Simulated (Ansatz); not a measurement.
# HBrO (triplet): the correlation ladder at distance Br1–H2 along a hydrogen transfer = 1.618 Å, cc-pVDZ

Aim: climb from Hartree-Fock through coupled cluster and multireference methods for HBrO (triplet) at one geometry and basis, and see what each rung misses.

The runs use Ansatz 0.2.0, Gaussian basis; cc-pVDZ, core rule «outside noble gas», up to 15 orbitals frozen.

The runs, in order: UHF; CCSD(T) on ROHF; CCSD(T) on UHF; BCCD(T) on ROHF; CISD; CCSDT(Q) on ROHF; CCSDT(Q) on UHF; CASSCF and MRCISD+Q, 4 electrons in 4 orbitals; CASSCF and NEVPT2, 4 electrons in 4 orbitals; CASSCF and MRCISD+Q, 14 electrons in 9 orbitals; CASSCF and NEVPT2, 14 electrons in 9 orbitals.

4 further runs of the same task are left out: 4 that didn't finish.

### Step 1. The system

The geometry derives from fragments relaxed apart (PBE0/def2-TZVP) and kept rigid, so it is no stationary point. A hydrogen atom is moved between rigid fragments. No spin-orbit coupling is included. The filled d shell of Br may be among the frozen orbitals whatever the setting's name suggests; the logs give the count.

3 atoms, charge 0, spin multiplicity 3.

Atoms are counted from 1 here; the program's logs count them from 0.

Bond lengths: Br1–H2 1.618 Å.

### Step 2. UHF

in.yaml reads:

```yaml
crystal:
  periodic: [false, false, false]
  atoms:
    - {symbol: Br, position_ang: [0.000000, 0.000000, -1.573667]}
    - {symbol: H, position_ang: [0.000000, 0.000000, 0.044333]}
    - {symbol: O, position_ang: [0.000000, 0.000000, 1.529333]}
basis:
  gaussian: {orbitals: cc-pVDZ}
magnetization: {spin_polarized: true, initial_magnetization: 2}
hamiltonian: {xc: hf}
output: {orbitals: {seedname: orbitals}}
```

Started as:

```
ansatz run in.yaml --threads 1 --pin off --events-out ev --progress --plain --max-ram 2393MiB
```

Further steps of the session: CCSD(T) on ROHF; CCSD(T) on UHF; BCCD(T) on ROHF; CISD; CCSDT(Q) on ROHF; CCSDT(Q) on UHF; CASSCF and MRCISD+Q, 4 electrons in 4 orbitals; CASSCF and NEVPT2, 4 electrons in 4 orbitals; CASSCF and MRCISD+Q, 14 electrons in 9 orbitals; CASSCF and NEVPT2, 14 electrons in 9 orbitals.

**Question.** What will the summary of the whole plan be? Wanted: UCCSDT(Q) below the RHF energy; RMP2 from UCCSDT(Q); UMP2 from UCCSDT(Q); RCCSD from UCCSDT(Q); RCCSD(T) from UCCSDT(Q); UCCSD(T) from UCCSDT(Q); RCCSDT(Q) from UCCSDT(Q); NEVPT2 pair from UCCSDT(Q); MRCISD+Q pair from UCCSDT(Q).

The runs gave:

```
                         quantity                                                                                    value
   UCCSDT(Q) below the RHF energy                                                                               -7.4899 eV
              RMP2 from UCCSDT(Q)                                                                          +21.83 kcal/mol
              UMP2 from UCCSDT(Q)                                                                          +21.58 kcal/mol
             RCCSD from UCCSDT(Q)                                                                           +3.14 kcal/mol
          RCCSD(T) from UCCSDT(Q)                                                                           +0.66 kcal/mol
          UCCSD(T) from UCCSDT(Q)                                                                           +0.63 kcal/mol
         RCCSDT(Q) from UCCSDT(Q)                                                                           +0.04 kcal/mol
       NEVPT2 pair from UCCSDT(Q)                                                                          +21.55 kcal/mol
     MRCISD+Q pair from UCCSDT(Q)                                                                           +0.62 kcal/mol
    NEVPT2 valence from UCCSDT(Q)                                                                          +32.37 kcal/mol
levels within 1 kcal/mol (43 meV)  RCCSD(T), UCCSD(T), BCCD(T), RCCSDT, UCCSDT, RCCSDT(Q), MRCISD+Q pair, MRCISD+Q valence
                    T1 diagnostic                                                                                    0.016
   effectively unpaired electrons                                                                                     2.01
```

**Reading.** RCCSD(T) lands +0.66 kcal/mol from the yardstick (0.4 % of the correlation energy). One determinant dominates. Of the multireference levels listed MRCISD+Q pair comes nearest in total energy (+0.62 kcal/mol), which doesn't show that its space is the better one. These misses are within one basis, not against nature; the frozen cores of restricted and unrestricted runs differ, which can shift their rows.
